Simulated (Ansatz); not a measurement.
Run this with Ansatz's Python interface and show what comes out.

`rb3tl_hull.py`:
```python
'''Convex hull of a few Rb-Tl phases, after relaxing cells and atoms.'''

from collections import Counter

import ansatz
import numpy as np
import pandas as pd


def compute(name, crystal):
    calc = (
        crystal.calculation()
        .functional(ansatz.Functional.PBESOL)
        .basis(450)
        .kpoints(spacing=0.3)
        .occupations('cold', width=0.05)
    )
    calc = calc.relax(force_tolerance=0.02, cell=True)
    return calc.run(threads=1, backend='cpu')


def counts(outcome):
    return Counter(site.symbol for site in outcome.lattice.sites)

def formation_energy(outcome, mu):
    n = counts(outcome)
    return (outcome.report['energy_sigma0_ev'] - sum(k * mu[element] for element, k in n.items())) / sum(n.values())

phases = {}
rb3tl_fm_3m = (
    ansatz.Lattice.of([0.0, 4.912318, 4.912318], [4.912318, 0.0, 4.912318], [4.912318, 4.912318, 0.0])
    .atom('Rb', [0.25, 0.25, 0.25])
    .atom('Rb', [0.75, 0.75, 0.75])
    .atom('Rb', [0.5, 0.5, 0.5])
    .atom('Tl', [0.0, 0.0, 0.0])
)
phases['Rb3Tl Fm-3m'] = rb3tl_fm_3m
rbtl3_fm_3m = (
    ansatz.Lattice.of([0.0, 4.117997, 4.117997], [4.117997, 0.0, 4.117997], [4.117997, 4.117997, 0.0])
    .atom('Rb', [0.0, 0.0, 0.0])
    .atom('Tl', [0.25, 0.25, 0.25])
    .atom('Tl', [0.75, 0.75, 0.75])
    .atom('Tl', [0.5, 0.5, 0.5])
)
phases['RbTl3 Fm-3m'] = rbtl3_fm_3m
rb = (
    ansatz.Lattice.from_parameters(4.854072, 4.854072, 4.854072, alpha=109.47122, beta=109.47122, gamma=109.47122)
    .atom('Rb', [0.0, 0.0, 0.0])
)
phases['Rb'] = rb
tl = (
    ansatz.Lattice.of([3.456, 0.0, 0.0], [-1.728, 2.992984, 0.0], [0.0, 0.0, 5.525])
    .atom('Tl', [1 / 3, 2 / 3, 0.25])
    .atom('Tl', [2 / 3, 1 / 3, 0.75])
)
phases['Tl'] = tl

done = {name: compute(name, crystal) for name, crystal in phases.items()}

# chemical potentials of the elements at zero temperature
references = {'Rb': 'Rb', 'Tl': 'Tl'}
mu = {element: done[name].report['energy_sigma0_ev'] / len(done[name].lattice.sites) for element, name in references.items()}
points = sorted((counts(o)['Tl'] / len(o.lattice.sites), formation_energy(o, mu), name) for name, o in done.items())

# lower hull by a monotone chain
hull = []
for x, e, _ in points:
    while len(hull) > 1 and (hull[-1][0] - hull[-2][0]) * (e - hull[-2][1]) - (hull[-1][1] - hull[-2][1]) * (x - hull[-2][0]) <= 0:
        hull.pop()
    hull.append((x, e))
rows = [(name, x, e, e - np.interp(x, *zip(*hull))) for x, e, name in points]
print(pd.DataFrame(rows, columns=['phase', 'x(Tl)', 'E_form (eV/atom)', 'above hull (eV/atom)']).round(4).to_string(index=False))
print('on the hull of these phases:', ', '.join(row[0] for row in rows if row[3] < 1e-6))
```

```console
$ python rb3tl_hull.py
      phase  x(Tl)  E_form (eV/atom)  above hull (eV/atom)
         Rb   0.00            0.0000                0.0000
Rb3Tl Fm-3m   0.25            0.0537                0.0711
RbTl3 Fm-3m   0.75           -0.0522                0.0000
         Tl   1.00            0.0000                0.0000
on the hull of these phases: Rb, RbTl3 Fm-3m, Tl
```

Reading the output:
- For the metals among these phases the mesh is modest: differences between phases can be off by up to 40 meV an atom.
- Spin-orbit coupling, which matters for elements this heavy, is left out.
- The cells come from databases of deposited and of computed structures, and not all need be stable phases.
- Differences under about 40 meV an atom lie within the error of mesh and functional, so such verdicts may flip; only the cells listed enter the hull.
- Hardware and time: 26 s on 1 thread of Arm Neoverse V2, on a shared host, peak memory 0.56 GiB.

(Lines on the test bed's own set-up are left out of the output.)
